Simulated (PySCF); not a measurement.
# C8H18AlP: the cost of one run

Computed with PySCF 2.14.0 and routines of our own; the level stands in each step. Atoms count from 0.

## (1) The system as given

28 atoms, charge 0, multiplicity 1; geometry from: GFN2-xTB.

## (2) Magnetic properties: GIAO KT3/pcSseg-1

Job settings and geometry (Å):

```
{"job": {"kind": "mag", "xc": "KT3", "basis": "pcSseg-1", "isotopologues": 0}, "charge": 0, "multiplicity": 1}
C      3.688065     0.427449    -1.282426
C      2.539642    -0.144393    -0.461807
C      1.304382     0.751552    -0.505261
P      0.051533     0.100790     0.683241
Al     0.914610    -1.339440     2.495866
C     -1.349097     1.217602     0.491203
C     -2.435489     0.637385    -0.015615
C     -3.747308     1.307950    -0.246994
C     -2.307199    -0.820929    -0.356386
C     -0.832400    -1.232559    -0.239339
H      4.557409    -0.222540    -1.225817
H      3.969860     1.410399    -0.911324
H      3.400878     0.525826    -2.327837
H      2.845811    -0.259599     0.584839
H      2.279892    -1.138382    -0.834584
H      1.565257     1.762323    -0.175959
H      0.883798     0.817684    -1.513398
H      1.896525    -0.369316     3.238805
H      1.524445    -2.447021     1.552646
H     -0.506652    -1.665254     3.092025
H     -1.301996     2.241362     0.826292
H     -4.536285     0.786337     0.293652
H     -3.720695     2.343469     0.080568
H     -3.998843     1.279495    -1.307201
H     -2.697209    -1.013640    -1.359352
H     -2.919799    -1.394842     0.343463
H     -0.714913    -2.167659     0.317283
H     -0.375122    -1.366691    -1.222372
```

Method: GIAO KT3/pcSseg-1 magnetisability, rotational g tensor and spin-rotation constants, non-relativistic, gas phase.

Started as:

```
> OMP_NUM_THREADS=1 python excited_run.py task.json out
```

The driver reads the jobs from task.json and runs them one after another.

Q: Estimate the wall time and peak memory of this first job on 1 thread of Intel Xeon at 2.50GHz, shared host.

About 6.5 min, with a peak of 1.2 GiB.
